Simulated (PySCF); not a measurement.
# MoO4 (-3): ligand-field states

Wanted: ligand-field states for MoO4 (-3).

Programs: PySCF 2.14.0, with routines of our own; each step states its level. All values are computed. Atoms count from 0.

## (1) The system as given

5 atoms, charge -3, states of the metal's open shell are computed; geometry from: model geometry, bond lengths from ionic radii.

## (2) Ligand-field states: state-averaged CASSCF in water

The job: settings as JSON, then the geometry in Å.

```
{"job": {"kind": "lf", "basis": {"metal": "x2c-TZVPall", "ligand": "x2c-SVPall"}, "nevpt": true, "solvent": "water"}, "charge": -3, "metal": "Mo", "open_shell": "d1"}
Mo     0.000000     0.000000     0.000000
O      1.068098     1.068098     1.068098
O     -1.068098    -1.068098     1.068098
O     -1.068098     1.068098    -1.068098
O      1.068098    -1.068098    -1.068098
```

Method: state-averaged CASSCF of the metal d shell, SC-NEVPT2 on the averaged canonical orbitals, state-interaction spin-orbit coupling.

Run with:

```console
OMP_NUM_THREADS=1 python lf_run.py task.json out
```

This one command runs all jobs of the session in turn.

Standard output (excerpt; [...] marks lines left out):

```text
basis functions 119, electrons 77, active (1e, 5o)
stage 1: DIIS on the effective Fock matrix, level shift 0.30
cycle   1  E = -4340.8392670420  dE = -4.341e+03  max|g| = 3.222e+00
cycle   2  E = -4341.9540599049  dE = -1.115e+00  max|g| = 1.655e+00
cycle   3  E = -4344.9488095324  dE = -2.995e+00  max|g| = 7.923e-01
cycle   4  E = -4342.3543128437  dE =  2.594e+00  max|g| = 1.257e+00
cycle   5  E = -4342.7496884006  dE = -3.954e-01  max|g| = 1.286e+00
cycle   6  E = -4344.0665579858  dE = -1.317e+00  max|g| = 9.452e-01
cycle   7  E = -4344.7347693573  dE = -6.682e-01  max|g| = 5.840e-01
cycle   8  E = -4344.9292553939  dE = -1.945e-01  max|g| = 6.017e-01
cycle   9  E = -4345.6150259150  dE = -6.858e-01  max|g| = 7.245e-01
cycle  10  E = -4345.8447138439  dE = -2.297e-01  max|g| = 3.614e-01
[... 9 cycles left out ...]
cycle  20  E = -4345.9059893016  dE = -5.535e-06  max|g| = 8.667e-04
cycle  21  E = -4345.9059916090  dE = -2.307e-06  max|g| = 5.284e-04
cycle  22  E = -4345.9059925830  dE = -9.741e-07  max|g| = 3.146e-04
cycle  23  E = -4345.9059929508  dE = -3.678e-07  max|g| = 1.851e-04
cycle  24  E = -4345.9059930897  dE = -1.389e-07  max|g| = 1.061e-04
cycle  25  E = -4345.9059931382  dE = -4.847e-08  max|g| = 6.038e-05
cycle  26  E = -4345.9059931541  dE = -1.600e-08  max|g| = 3.438e-05
cycle  27  E = -4345.9059931595  dE = -5.382e-09  max|g| = 1.930e-05
cycle  28  E = -4345.9059931613  dE = -1.760e-09  max|g| = 1.058e-05
cycle  29  E = -4345.9059931618  dE = -5.512e-10  max|g| = 5.753e-06
converged average energy = -4345.9059931618

 mult deg   label        CASSCF/cm-1   NEVPT2/cm-1
   2   2   2E                  0.0           0.0
   2   3   2T2             15569.1       13948.8

spin-orbit levels / cm-1
      0.00  x2  2E 1.00
      0.02  x2  2E 1.00
  13940.33  x2  2T2 1.00
  13940.35  x2  2T2 1.00
  14189.55  x2  2T2 1.00
```

It took 7.4 s on 1 thread of Arm Neoverse V2, shared host; peak memory 0.32 GiB.

Warnings kept with the result: strongly covalent, metal-shell active space is small for this complex.

In short:

| quantity | value |
| --- | --- |
| spin-orbit constant ζ | 554 cm⁻¹ |

Powder susceptibility:

| T (K) | χT (cm³ K/mol) | μ(eff) |
| --- | --- | --- |
| 2 | 0.335 | 1.64 |
| 5 | 0.335 | 1.64 |
| 10 | 0.335 | 1.64 |
| 20 | 0.335 | 1.64 |
| 30 | 0.335 | 1.64 |
| 50 | 0.336 | 1.64 |
| 75 | 0.336 | 1.64 |
| 100 | 0.337 | 1.64 |
| 150 | 0.338 | 1.65 |
| 200 | 0.340 | 1.65 |
| 250 | 0.341 | 1.65 |
| 300 | 0.342 | 1.65 |

## (3) Ligand-field states: state-averaged CASSCF (angle to the S4 axis at 45°) in water

The job: settings as JSON, then the geometry in Å.

```
{"job": {"kind": "lf", "basis": {"metal": "x2c-TZVPall", "ligand": "x2c-SVPall"}, "nevpt": true, "solvent": "water", "reuse": true}, "charge": -3, "metal": "Mo", "open_shell": "d1"}
Mo     0.000000     0.000000     0.000000
O      0.925000     0.925000     1.308148
O     -0.925000    -0.925000     1.308148
O     -0.925000     0.925000    -1.308148
O      0.925000    -0.925000    -1.308148
```

With the program's defaults for keys left out, this is: state-averaged CASSCF of the metal d shell, SC-NEVPT2 on the averaged canonical orbitals, state-interaction spin-orbit coupling.

Standard output:

```text
basis functions 119, electrons 77, active (1e, 5o)
start from the orbitals of the previous structure
stage 1: DIIS on the effective Fock matrix, level shift 0.30
cycle   1  E = -4342.9121039921  dE = -4.343e+03  max|g| = 2.633e+00
cycle   2  E = -4345.6065604171  dE = -2.694e+00  max|g| = 6.720e-01
cycle   3  E = -4345.8253825042  dE = -2.188e-01  max|g| = 1.548e-01
cycle   4  E = -4345.8503152484  dE = -2.493e-02  max|g| = 1.160e-01
cycle   5  E = -4345.8656262066  dE = -1.531e-02  max|g| = 4.680e-02
cycle   6  E = -4345.8685256535  dE = -2.899e-03  max|g| = 2.680e-02
cycle   7  E = -4345.8693583283  dE = -8.327e-04  max|g| = 1.396e-02
cycle   8  E = -4345.8696274196  dE = -2.691e-04  max|g| = 7.031e-03
cycle   9  E = -4345.8697063054  dE = -7.889e-05  max|g| = 3.303e-03
cycle  10  E = -4345.8697344302  dE = -2.812e-05  max|g| = 1.833e-03
cycle  11  E = -4345.8697433851  dE = -8.955e-06  max|g| = 1.048e-03
cycle  12  E = -4345.8697465230  dE = -3.138e-06  max|g| = 7.096e-04
cycle  13  E = -4345.8697475381  dE = -1.015e-06  max|g| = 4.648e-04
cycle  14  E = -4345.8697478766  dE = -3.385e-07  max|g| = 2.904e-04
cycle  15  E = -4345.8697479963  dE = -1.197e-07  max|g| = 1.735e-04
cycle  16  E = -4345.8697480393  dE = -4.291e-08  max|g| = 1.033e-04
cycle  17  E = -4345.8697480553  dE = -1.607e-08  max|g| = 5.367e-05
cycle  18  E = -4345.8697480623  dE = -6.985e-09  max|g| = 3.829e-05
cycle  19  E = -4345.8697480655  dE = -3.160e-09  max|g| = 2.325e-05
cycle  20  E = -4345.8697480670  dE = -1.479e-09  max|g| = 1.447e-05
cycle  21  E = -4345.8697480676  dE = -6.712e-10  max|g| = 7.705e-06
converged average energy = -4345.8697480676

 mult deg   label        CASSCF/cm-1   NEVPT2/cm-1
   2   1   2B1                 0.0           0.0
   2   1   2A1              5092.3        2778.6
   2   1   2B2              7748.7        6620.8
   2   2   2E              25005.0       22660.7

spin-orbit levels / cm-1
      0.00  x2  2B1 0.99
   2818.77  x2  2A1 1.00
   6748.77  x2  2B2 0.99
  22646.45  x2  2E 1.00
  22852.04  x2  2E 1.00
```

It took 4.8 s on 1 thread of Arm Neoverse V2, shared host; peak memory 0.32 GiB.

Warnings kept with the result: strongly covalent, metal-shell active space is small for this complex.

Key values:

| quantity | value |
| --- | --- |
| spin-orbit constant ζ | 544 cm⁻¹ |

Powder susceptibility:

| T (K) | χT (cm³ K/mol) | μ(eff) |
| --- | --- | --- |
| 2 | 0.305 | 1.56 |
| 20 | 0.306 | 1.56 |
| 100 | 0.310 | 1.57 |
| 300 | 0.320 | 1.60 |

## (4) Ligand-field states: state-averaged CASSCF (angle to the S4 axis at 50°) in water

The job: settings as JSON, then the geometry in Å.

```
{"job": {"kind": "lf", "basis": {"metal": "x2c-TZVPall", "ligand": "x2c-SVPall"}, "nevpt": true, "solvent": "water", "reuse": true}, "charge": -3, "metal": "Mo", "open_shell": "d1"}
Mo     0.000000     0.000000     0.000000
O      1.002099     1.002099     1.189157
O     -1.002099    -1.002099     1.189157
O     -1.002099     1.002099    -1.189157
O      1.002099    -1.002099    -1.189157
```

Level: state-averaged CASSCF of the metal d shell, SC-NEVPT2 on the averaged canonical orbitals, state-interaction spin-orbit coupling.

Standard output:

```text
basis functions 119, electrons 77, active (1e, 5o)
start from the orbitals of the previous structure
stage 1: DIIS on the effective Fock matrix, level shift 0.30
cycle   1  E = -4344.9506990781  dE = -4.345e+03  max|g| = 1.392e+00
cycle   2  E = -4345.8126863644  dE = -8.620e-01  max|g| = 4.011e-01
cycle   3  E = -4345.8842181276  dE = -7.153e-02  max|g| = 1.046e-01
cycle   4  E = -4345.8943768936  dE = -1.016e-02  max|g| = 5.017e-02
cycle   5  E = -4345.8974344835  dE = -3.058e-03  max|g| = 2.575e-02
cycle   6  E = -4345.8981321117  dE = -6.976e-04  max|g| = 1.342e-02
cycle   7  E = -4345.8983543591  dE = -2.222e-04  max|g| = 7.034e-03
cycle   8  E = -4345.8984234945  dE = -6.914e-05  max|g| = 3.821e-03
cycle   9  E = -4345.8984442193  dE = -2.072e-05  max|g| = 2.415e-03
cycle  10  E = -4345.8984514936  dE = -7.274e-06  max|g| = 1.489e-03
cycle  11  E = -4345.8984539692  dE = -2.476e-06  max|g| = 8.845e-04
cycle  12  E = -4345.8984547731  dE = -8.039e-07  max|g| = 5.108e-04
cycle  13  E = -4345.8984550120  dE = -2.389e-07  max|g| = 2.937e-04
cycle  14  E = -4345.8984550876  dE = -7.561e-08  max|g| = 1.669e-04
cycle  15  E = -4345.8984551116  dE = -2.396e-08  max|g| = 9.435e-05
cycle  16  E = -4345.8984551198  dE = -8.265e-09  max|g| = 5.320e-05
cycle  17  E = -4345.8984551227  dE = -2.873e-09  max|g| = 3.000e-05
cycle  18  E = -4345.8984551239  dE = -1.135e-09  max|g| = 1.683e-05
cycle  19  E = -4345.8984551243  dE = -4.793e-10  max|g| = 9.413e-06
converged average energy = -4345.8984551243

 mult deg   label        CASSCF/cm-1   NEVPT2/cm-1
   2   1   2B1                 0.0           0.0
   2   1   2A1              2934.9        2179.5
   2   1   2B2             11538.4       10251.3
   2   2   2E              20237.7       18218.1

spin-orbit levels / cm-1
      0.00  x2  2B1 1.00
   2192.24  x2  2A1 1.00
  10340.49  x2  2B2 1.00
  18206.56  x2  2E 1.00
  18383.45  x2  2E 1.00
```

It took 4.5 s on 1 thread of Arm Neoverse V2, shared host; peak memory 0.32 GiB.

Warnings kept with the result: strongly covalent, metal-shell active space is small for this complex.

From this job:

| quantity | value |
| --- | --- |
| spin-orbit constant ζ | 552 cm⁻¹ |

Powder susceptibility:

| T (K) | χT (cm³ K/mol) | μ(eff) |
| --- | --- | --- |
| 2 | 0.326 | 1.62 |
| 20 | 0.327 | 1.62 |
| 100 | 0.330 | 1.62 |
| 300 | 0.336 | 1.64 |

## (5) Ligand-field states: state-averaged CASSCF (angle to the S4 axis at 60°) in water

The job: settings as JSON, then the geometry in Å.

```
{"job": {"kind": "lf", "basis": {"metal": "x2c-TZVPall", "ligand": "x2c-SVPall"}, "nevpt": true, "solvent": "water", "reuse": true}, "charge": -3, "metal": "Mo", "open_shell": "d1"}
Mo     0.000000     0.000000     0.000000
O      1.132889     1.132889     0.925000
O     -1.132889    -1.132889     0.925000
O     -1.132889     1.132889    -0.925000
O      1.132889    -1.132889    -0.925000
```

Method: state-averaged CASSCF of the metal d shell, SC-NEVPT2 on the averaged canonical orbitals, state-interaction spin-orbit coupling.

Standard output:

```text
basis functions 119, electrons 77, active (1e, 5o)
start from the orbitals of the previous structure
stage 1: DIIS on the effective Fock matrix, level shift 0.30
cycle   1  E = -4343.0512906358  dE = -4.343e+03  max|g| = 2.349e+00
cycle   2  E = -4345.6223083164  dE = -2.571e+00  max|g| = 5.511e-01
cycle   3  E = -4345.8478205736  dE = -2.255e-01  max|g| = 1.678e-01
cycle   4  E = -4345.8747781677  dE = -2.696e-02  max|g| = 1.314e-01
cycle   5  E = -4345.8932320036  dE = -1.845e-02  max|g| = 6.104e-02
cycle   6  E = -4345.8968899902  dE = -3.658e-03  max|g| = 2.767e-02
cycle   7  E = -4345.8978513336  dE = -9.613e-04  max|g| = 1.411e-02
cycle   8  E = -4345.8981773716  dE = -3.260e-04  max|g| = 7.718e-03
cycle   9  E = -4345.8982821914  dE = -1.048e-04  max|g| = 5.355e-03
cycle  10  E = -4345.8983217334  dE = -3.954e-05  max|g| = 3.475e-03
cycle  11  E = -4345.8983350867  dE = -1.335e-05  max|g| = 2.131e-03
cycle  12  E = -4345.8983396758  dE = -4.589e-06  max|g| = 1.249e-03
cycle  13  E = -4345.8983411773  dE = -1.501e-06  max|g| = 7.201e-04
cycle  14  E = -4345.8983416721  dE = -4.948e-07  max|g| = 4.058e-04
cycle  15  E = -4345.8983418394  dE = -1.673e-07  max|g| = 2.280e-04
cycle  16  E = -4345.8983418998  dE = -6.045e-08  max|g| = 1.295e-04
cycle  17  E = -4345.8983419230  dE = -2.320e-08  max|g| = 7.212e-05
cycle  18  E = -4345.8983419322  dE = -9.184e-09  max|g| = 3.988e-05
cycle  19  E = -4345.8983419360  dE = -3.827e-09  max|g| = 2.210e-05
cycle  20  E = -4345.8983419379  dE = -1.847e-09  max|g| = 1.205e-05
cycle  21  E = -4345.8983419388  dE = -9.522e-10  max|g| = 6.995e-06
converged average energy = -4345.8983419388

 mult deg   label        CASSCF/cm-1   NEVPT2/cm-1
   2   1   2A1                 0.0           0.0
   2   1   2B1              4178.0        4378.8
   2   2   2E              14676.7       13758.5
   2   1   2B2             24730.9       22712.6

spin-orbit levels / cm-1
      0.00  x2  2A1 1.00
   4376.62  x2  2B1 1.00
  13739.64  x2  2E 1.00
  13928.31  x2  2E 1.00
  22780.69  x2  2B2 1.00
```

Wall time 4.8 s (1 thread of Arm Neoverse V2, shared host); peak memory 0.32 GiB.

Warnings kept with the result: strongly covalent, metal-shell active space is small for this complex.

From this job:

| quantity | value |
| --- | --- |
| spin-orbit constant ζ | 552 cm⁻¹ |

Powder susceptibility:

| T (K) | χT (cm³ K/mol) | μ(eff) |
| --- | --- | --- |
| 2 | 0.334 | 1.64 |
| 20 | 0.335 | 1.64 |
| 100 | 0.337 | 1.64 |
| 300 | 0.342 | 1.65 |

(Part 1 of 2 ends here.)
